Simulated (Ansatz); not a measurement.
# C2H4FGe: the cost of one run

The runs use Ansatz 0.2.0, Gaussian basis; the settings change from run to run.

**1. The molecule**

The geometry comes from an earlier relaxation with PBE0-D4 in a triple-zeta def2 set; it is a stationary point, not always the lowest conformer.

SMILES `C=[CH][GeH][F]`, 8 atoms, charge 0, spin multiplicity 2.

Atoms are counted from 1 here; the program's logs count them from 0.

Bond lengths: C1–C2 1.331 Å, C1–H5 1.086 Å, C1–H6 1.085 Å, C2–Ge3 1.928 Å, C2–H7 1.087 Å, Ge3–F4 1.752 Å, Ge3–H8 1.553 Å. Angles: C2–C1–H5 121.6°, C2–C1–H6 121.7°, H5–C1–H6 116.8°, C1–C2–Ge3 121.7°, C1–C2–H7 120.3°, Ge3–C2–H7 117.9°, C2–Ge3–F4 105.0°, C2–Ge3–H8 114.8°, F4–Ge3–H8 105.7°.

Coordinates:

```xyz
8

C    -0.1608    1.2900   -0.1766
C     0.5689    0.2031   -0.4157
Ge    0.3334   -1.4193    0.5998
F    -1.1397   -1.1709    1.5142
H    -0.0128    2.2090   -0.7368
H    -0.9418    1.2977    0.5771
H     1.3583    0.2255   -1.1633
H     0.0867   -2.6924   -0.2546
```

**2. PBE-QIDH/def2-TZVPP**

Options: high accuracy.

in.yaml

```yaml
crystal:
  periodic: [false, false, false]
  atoms:
    - {symbol: C, position_ang: [-0.160787, 1.290039, -0.176560]}
    - {symbol: C, position_ang: [0.568913, 0.203136, -0.415698]}
    - {symbol: Ge, position_ang: [0.333408, -1.419265, 0.599792]}
    - {symbol: F, position_ang: [-1.139673, -1.170892, 1.514216]}
    - {symbol: H, position_ang: [-0.012798, 2.209000, -0.736800]}
    - {symbol: H, position_ang: [-0.941788, 1.297696, 0.577112]}
    - {symbol: H, position_ang: [1.358256, 0.225519, -1.163292]}
    - {symbol: H, position_ang: [0.086668, -2.692432, -0.254569]}
basis:
  gaussian: {orbitals: def2-TZVPP}
magnetization: {spin_polarized: true, initial_magnetization: 1}
hamiltonian: {xc: {name: PBE-QIDH}}
accuracy: high
```

Command:

```bash
ansatz run in.yaml --threads 4 --pin off --events-out ev --progress --plain --max-ram 10444MiB
```

Q: Estimate wall time and peak memory on 4 threads of Arm Neoverse V2, shared host.

About 18 s, with a peak of 1.2 GiB.
